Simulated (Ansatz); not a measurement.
This script drives the Python package of Ansatz (0.2.0).

The script reads `f2iin.xyz`:
```text
4

F     1.20000    0.74960    1.67610
In   -0.13400   -0.09440    0.13820
F     0.72340   -2.00990   -0.40350
I    -1.73390    1.29440   -1.43110
```

Script `tae_f2iin.py`:
```python
from collections import Counter

import ansatz

params = {
    "basis_set": "def2-SVPD",
    "xc": "pbe0",
}


def total_energy(molecule, charge=0, unpaired=0):
    calc = molecule.calculation().basis(gaussian=params["basis_set"]).functional(params["xc"]).accuracy("high")
    if charge:
        calc = calc.charge(charge)
    if unpaired:
        calc = calc.spin("collinear", total=unpaired)
    report = calc.run(threads=1, pin="off").report
    if report["published_state_doubts"]:
        print("  doubts:", report["published_state_doubts"])
    return report["free_energy_ev"]


def main() -> None:
    mol = ansatz.Crystal.molecule_from_extxyz("f2iin.xyz")

    unpaired = {"F": 1, "In": 1, "I": 1}
    counts = Counter(site.symbol for site in mol.cartesian_sites)
    atom_energy = {s: total_energy(ansatz.Crystal.molecule().atom(s, (0, 0, 0)), 0, unpaired[s]) for s in counts}
    whole = total_energy(mol, 0, 0)
    for s, e in atom_energy.items():
        print(f"{s:2s} x{counts[s]}  {e:14.5f} eV")
    print(f"F2IIn: {whole:.5f} eV")
    split = sum(counts[s] * e for s, e in atom_energy.items()) - whole
    print(f"atomisation energy (no zero-point term): {23.060548 * split:.1f} kcal/mol, {split / sum(counts.values()):.3f} eV an atom")


if __name__ == "__main__":
    main()
```

It is started by `python tae_f2iin.py`. How long does it take on 1 thread of Arm Neoverse V1, on a shared host, and how much memory does it need?

It took about 23 s, with a peak of 0.54 GiB, for 4 runs of the engine.

```console
$ python tae_f2iin.py
F  x2     -2709.15419 eV
In x1     -5173.14807 eV
I  x1     -8100.43446 eV
F2IIn: -18701.64417 eV
atomisation energy (no zero-point term): 224.9 kcal/mol, 2.438 eV an atom
```

224.9 kcal/mol from the electronic energies, without the zero-point term.

Caveats:
- The settings weren't tested for convergence.
- The geometry is a force-field or estimated start, not a minimum of this method, and the basis set is short of its limit. All parts are taken at fixed geometry, without zero-point energy.
- def2 sets replace the cores of elements past krypton by effective core potentials.
- The spin-orbit lowering of heavy atoms is left out.

(Lines on the test bed's own set-up are left out of the output.)
